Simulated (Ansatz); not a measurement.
# CaTlPtC6N6: the cost of one run

Computed with Ansatz 0.2.0 (DFT PBE, scalar-relativistic, plane waves, PAW, unless a step's input says otherwise).

### Step 1. The structure to begin with

The structure is cubic, space group F-43m (No. 216). The conventional cell has a = 10.567 Å, b = 10.567 Å, c = 10.567 Å, α = 90.00°, β = 90.00°, γ = 90.00°. Around Ca (site symmetry -43m) lie 6 C at 2.11 Å. Tl (site symmetry -43m) has 12 C at 3.77 Å and 12 N at 3.79 Å in its first shell of neighbours. Pt (site symmetry -43m) has 6 N at 2.01 Å in its first shell of neighbours. Around C (site symmetry 2mm) lie 1 N at 1.17 Å. N (site symmetry 2mm) has 1 C at 1.17 Å and 1 Pt at 2.01 Å in its first shell of neighbours.

Structure file:

```
Ca Tl Pt C N
1.0
     0.00000    5.28350    5.28350
     5.28350    0.00000    5.28350
     5.28350    5.28350    0.00000
Ca Tl Pt C N
1 1 1 6 6
Direct
  0.00000 0.00000 0.00000
  0.75000 0.75000 0.75000
  0.50000 0.50000 0.50000
  0.80070 0.19930 0.19930
  0.19930 0.19930 0.80070
  0.80070 0.19930 0.80070
  0.19930 0.80070 0.80070
  0.80070 0.80070 0.19930
  0.19930 0.80070 0.19930
  0.68998 0.31002 0.31002
  0.31002 0.31002 0.68998
  0.68998 0.31002 0.68998
  0.31002 0.68998 0.68998
  0.68998 0.68998 0.31002
  0.31002 0.68998 0.31002
```

The cell is invented: cyanide-bridged rock-salt net of two metals, 1 guest cations a cell (F-43m, No. 216). Lengths come from tabulated atomic sizes and are only a guess.

### Step 2. A first look at the guess

input.yaml

```yaml
crystal:
  lattice:
    - [0.0, 5.2835, 5.2835]
    - [5.2835, 0.0, 5.2835]
    - [5.2835, 5.2835, 0.0]
  atoms:
    - { symbol: Ca, position: [0.0, 0.0, 0.0] }
    - { symbol: Tl, position: [0.75, 0.75, 0.75] }
    - { symbol: Pt, position: [0.5, 0.5, 0.5] }
    - { symbol: C, position: [0.80070029, 0.19929971, 0.19929971] }
    - { symbol: C, position: [0.19929971, 0.19929971, 0.80070029] }
    - { symbol: C, position: [0.80070029, 0.19929971, 0.80070029] }
    - { symbol: C, position: [0.19929971, 0.80070029, 0.80070029] }
    - { symbol: C, position: [0.80070029, 0.80070029, 0.19929971] }
    - { symbol: C, position: [0.19929971, 0.80070029, 0.19929971] }
    - { symbol: "N", position: [0.68997823, 0.31002177, 0.31002177] }
    - { symbol: "N", position: [0.31002177, 0.31002177, 0.68997823] }
    - { symbol: "N", position: [0.68997823, 0.31002177, 0.68997823] }
    - { symbol: "N", position: [0.31002177, 0.68997823, 0.68997823] }
    - { symbol: "N", position: [0.68997823, 0.68997823, 0.31002177] }
    - { symbol: "N", position: [0.31002177, 0.68997823, 0.31002177] }
basis:
  ecutwfc: 420
kpoints:
  mp_grid: { grid: [4, 4, 4] }
hamiltonian:
  xc: pbe
scf:
  occupations: { method: gaussian, width: 0.1 }
  lower_state_search: "off"
output:
  forces: true
  stress: true
  eigenvalues: true
```

Started as:

```console
> ansatz run input.yaml --threads 1 --pin off --max-ram 2560MiB --backend cpu --events-out ev --progress --plain --runs-dir out
```

Q: Estimate wall time and peak memory on 1 thread of Intel Xeon at 2.50GHz (Skylake/Cascade Lake), shared host.

About 22 s, with a peak of 0.56 GiB.
